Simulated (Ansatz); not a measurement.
# Rb₃Tl, space group Fm-3m: an SCF with some post-processing

With the Ansatz DFT code, driven from Python.

At the Python prompt:
```pycon
>>> from pathlib import Path
>>> import itertools
>>> import ansatz as az
>>> from ase.data import atomic_numbers
>>> import numpy as np
>>> from pymatgen.core import Structure
>>> import spglib
>>> SETTINGS = {
...     'kmesh': (5, 5, 5),
...     'functional': 'r2scan',
...     'smearing_width': 0.1,
... }
>>> lattice = az.Lattice.of(
...     [0.0, 4.912318, 4.912318],
...     [4.912318, 0.0, 4.912318],
...     [4.912318, 4.912318, 0.0],
... )
>>> sites = [
...     ('Rb', [0.25, 0.25, 0.25]),
...     ('Rb', [0.75, 0.75, 0.75]),
...     ('Rb', [0.5, 0.5, 0.5]),
...     ('Tl', [0.0, 0.0, 0.0]),
... ]
>>> system = az.Crystal(lattice=lattice)
>>> for symbol, position in sites:
...     system = system.atom(symbol, position)
...
>>> system.resolved().sites[-1]
Site(symbol='Tl', position=(0.0, 0.0, 0.0), moment=None, axis=None, held=None, saved=None)
>>> model = (
...     system.calculation()
...     .pseudopotentials('paw')
...     .kpoints(*SETTINGS['kmesh'])  # the mesh must be finer for metals
...     .basis(24 * az.Ha)
...     .functional(SETTINGS['functional'])
...     .occupations(az.OccupationsMethod.GAUSSIAN, width=SETTINGS['smearing_width'])
...     .bader_charges()
...     .density()
...     .electron_localization_function()
...     .output_files(volumetric_format='npy')
...     .density_of_states(energy_step=0.05, method='smearing', broadening_width=0.2, projected=True)  # states per eV and cell
... )
>>> done = model.run(threads=1)
>>> data = done.report
>>> data['published_state_doubts']
[]
>>> data['n_iterations'], data['closed_by']
(6, 'deck_thresholds')
>>> data['kpoints_frac'][:4]
[[0.0, 0.0, 0.0], [0.0, 0.0, 0.2], [0.0, 0.0, 0.4], [0.0, 0.2, 0.2]]
>>> print(f'free energy      {data["free_energy_ev"]:.5f} eV')
free energy      -21292.34973 eV
>>> print(f'per atom         {data["free_energy_ev"] / len(done.lattice.sites):.5f} eV')
per atom         -5323.08743 eV
>>> print(f'SCF iterations   {data["n_iterations"]}  (converged: {data["converged"]})')
SCF iterations   6  (converged: True)
>>> charges = done.bader_charges()
>>> for atom in charges.atoms:
...     print(f'Bader charge {atom.symbol:2s} {atom.partial_charge_e:+.3f} e')
...
Bader charge Rb +0.529 e
Bader charge Rb +0.529 e
Bader charge Rb +0.524 e
Bader charge Tl -1.582 e
>>> final = Structure(done.lattice.cell_ang, [s.symbol for s in done.lattice.sites], [s.position_frac for s in done.lattice.sites])
>>> print(final.to(fmt='poscar'))
Rb3 Tl1
1.0
   0.0000000000000000    4.9123180000000000    4.9123180000000000
   4.9123180000000000    0.0000000000000000    4.9123180000000000
   4.9123180000000000    4.9123180000000000    0.0000000000000000
Rb Tl
3 1
direct
   0.2500000000000000    0.2500000000000000    0.2500000000000000 Rb
   0.7500000000000000    0.7500000000000000    0.7500000000000000 Rb
   0.5000000000000000    0.5000000000000000    0.5000000000000000 Rb
   0.0000000000000000    0.0000000000000000    0.0000000000000000 Tl
>>> spg_cell = (done.lattice.cell_ang, [s.position_frac for s in done.lattice.sites], [atomic_numbers[s.symbol] for s in done.lattice.sites])
>>> # space group as spglib finds it
>>> found = spglib.get_symmetry_dataset(spg_cell, symprec=1e-3)
>>> print(found.international, found.number, 'point group', found.pointgroup)
Fm-3m 225 point group m-3m
>>> for site, letter, group in zip(done.lattice.sites, found.wyckoffs, found.site_symmetry_symbols):
...     print(f'  {site.symbol:2s} Wyckoff {letter}  site symmetry {group}')
...
  Rb Wyckoff c  site symmetry -43m
  Rb Wyckoff c  site symmetry -43m
  Rb Wyckoff b  site symmetry m-3m
  Tl Wyckoff a  site symmetry m-3m
>>> # ELF is 0.5 in a uniform gas and nears 1 where pairs localise
>>> folder = Path(done.write_results('elf'))
>>> elf = np.load(folder / 'elf.npy')
>>> peak = np.unravel_index(elf.argmax(), elf.shape)
>>> print(f'largest ELF {elf.max():.3f} at grid fractions', np.round(np.array(peak) / elf.shape, 3))
largest ELF 0.880 at grid fractions [0.317 0.117 0.317]
>>> for level in (0.2, 0.5, 0.7, 0.8, 0.9):
...     print(f'share of the cell with ELF over {level}: {np.mean(elf > level):.3f}')
...
share of the cell with ELF over 0.2: 0.493
share of the cell with ELF over 0.5: 0.113
share of the cell with ELF over 0.7: 0.080
share of the cell with ELF over 0.8: 0.056
share of the cell with ELF over 0.9: 0.000
>>> dos = done.density_of_states()
>>> energy = np.asarray(dos.energies_ev) - dos.fermi_ev
>>> projected = done.projected_density_of_states()
>>> # electrons in each projected shell, from the curves below the Fermi level
>>> step = energy[1] - energy[0]
>>> for index, site in enumerate(projected.sites):
...     for shell in site.shells:
...         curve = sum(np.sum(part.g_bin_mean_per_ev, axis=0) for part in shell.curves)
...         print(f'site {index} {site.species:2s} {shell.label:3s} filled {curve[energy <= 0].sum() * step:7.3f}  at E_F {np.interp(0, energy, curve):7.3f} /eV')
...
site 0 Rb 4S  filled   1.981  at E_F   0.000 /eV
site 0 Rb 5S  filled   0.600  at E_F   0.127 /eV
site 0 Rb 4P  filled   5.983  at E_F   0.029 /eV
site 1 Rb 4S  filled   1.981  at E_F   0.000 /eV
site 1 Rb 5S  filled   0.600  at E_F   0.127 /eV
site 1 Rb 4P  filled   5.983  at E_F   0.029 /eV
site 2 Rb 4S  filled   1.976  at E_F   0.000 /eV
site 2 Rb 5S  filled   0.574  at E_F   0.185 /eV
site 2 Rb 4P  filled   5.985  at E_F   0.013 /eV
site 3 Tl 6S  filled   1.856  at E_F   0.003 /eV
site 3 Tl 6P  filled   2.603  at E_F   5.480 /eV
site 3 Tl 5D  filled   9.996  at E_F   0.000 /eV
>>> # valence electrons inside a sphere about each atom
>>> rho = done.density()
>>> total = sum(channel.density_e_per_ang3 for channel in rho.channels[:2])
>>> grid_cell = np.asarray(rho.fft_grid_basis) @ done.lattice.cell_ang
>>> mesh = np.stack(np.meshgrid(*[np.arange(n) / n for n in rho.dims], indexing='ij'), axis=-1)
>>> for site in done.lattice.sites:
...     offset = mesh - site.position_ang @ np.linalg.inv(grid_cell)
...     offset -= offset.round()
...     distance = np.min([np.linalg.norm((offset + shift) @ grid_cell, axis=-1) for shift in itertools.product((-1, 0, 1), repeat=3)], axis=0)
...     inside = [total[distance < radius].sum() * rho.cell_volume_ang3 / total.size for radius in (0.8, 1.0, 1.2)]
...     print(site.symbol, 'electrons within 0.8, 1.0, 1.2 A:', np.round(inside, 2))
...
Rb electrons within 0.8, 1.0, 1.2 A: [3.8  5.59 6.79]
Rb electrons within 0.8, 1.0, 1.2 A: [3.8  5.59 6.79]
Rb electrons within 0.8, 1.0, 1.2 A: [3.8  5.59 6.79]
Tl electrons within 0.8, 1.0, 1.2 A: [ 6.87  8.87 10.27]
```

What to keep in mind:
- Total energies depend on the potentials; only differences at equal settings carry meaning.
- For a metal this k-point mesh is coarse: on a finer one energies can move by several to tens of meV an atom and pressures by half a GPa or more, differences at one mesh by less.
- Projections exist only for the shells that the potentials hold, some of them semicore, and samples at single energies can miss narrow peaks.
- The empty d shell of the heavier alkali and alkaline-earth atoms, which makes much of a conduction band, may have no channel.
- Spin-orbit coupling, which matters for elements this heavy, is left out.
- Densities and potentials on the grid are those of the valence electrons, and inside the cores they hang on the potentials used.
- The structure comes from a database of computed cells and needn't be a stable or known phase.
- The computed bands are complete only to about 1.8 eV above the Fermi level; beyond that the density of states is undercounted.
- Wall time of the script: 46 s on 1 thread of Intel(R) Xeon(R) Platinum 8259CL CPU @ 2.50GHz (Skylake/Cascade Lake), on a shared host, peak memory 1.3 GiB.
